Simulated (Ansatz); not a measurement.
# EuTiO3: the cost of one run

Method: DFT PBEsol+U (U = 5 eV, J = 0.7 eV on Eu f), plane waves, PAW, no spin–orbit coupling unless a run says so, in Ansatz 0.2.0.

## Step 1: The starting structure

Symmetry: Pm-3m, No. 221, cubic system. The conventional cell has a = 3.905 Å, b = 3.905 Å, c = 3.905 Å, α = 90.00°, β = 90.00°, γ = 90.00°. Around Eu (site symmetry m-3m) lie 12 O at 2.76 Å. Ti (site symmetry m-3m) is surrounded by 6 O at 1.95 Å. Around O (site symmetry 4/mmm) lie 2 Ti at 1.95 Å and 4 Eu at 2.76 Å.

Coordinates:

```xyz
5
Lattice="3.9050 0.0000 0.0000 0.0000 3.9050 0.0000 0.0000 0.0000 3.9050" Properties=species:S:1:pos:R:3 pbc="T T T"
Eu    0.0000    0.0000    0.0000
Ti    1.9525    1.9525    1.9525
O     0.0000    1.9525    1.9525
O     1.9525    1.9525    0.0000
O     1.9525    0.0000    1.9525
```

Magnetic order typed: ferromagnetic.

## Step 2: From atoms, symmetry kept, no search

Input file input.yaml:

```yaml
crystal:
  lattice:
    - [3.90500125, 0.0, 0.0]
    - [0.0, 3.90500125, 0.0]
    - [0.0, 0.0, 3.90500125]
  atoms:
    - { symbol: Eu, position: [0.0, 0.0, 0.0], spin: 7.0 }
    - { symbol: Ti, position: [0.5, 0.5, 0.5] }
    - { symbol: O, position: [0.0, 0.5, 0.5] }
    - { symbol: O, position: [0.5, 0.5, 0.0] }
    - { symbol: O, position: [0.5, 0.0, 0.5] }
basis:
  ecutwfc: 420
  ecutrho_ratio: 4
kpoints:
  mp_grid: { grid: [5, 5, 5] }
hamiltonian:
  xc: pbesol
  hubbard: { sites: [{ site: 0, l: f, u: 5.0, j: 0.7 }] }
scf:
  occupations: { method: gaussian, width: 0.05 }
  lower_state_search: "off"
  max_iter: 150
output:
  forces: true
  stress: true
  eigenvalues: true
  populations: true
  hubbard: { sites: [{ site: 0, l: f }] }
magnetization:
  spin_polarized: true
```

Command:

```sh
$ ansatz run input.yaml --threads 4 --pin off --max-ram 6144MiB --backend cpu --events-out ev --progress --plain --runs-dir out
```

**Question.** How long does this run take on 4 threads of Arm Neoverse V1, shared host, and how much memory does it need?

About 2.4 s, with a peak of 0.41 GiB.
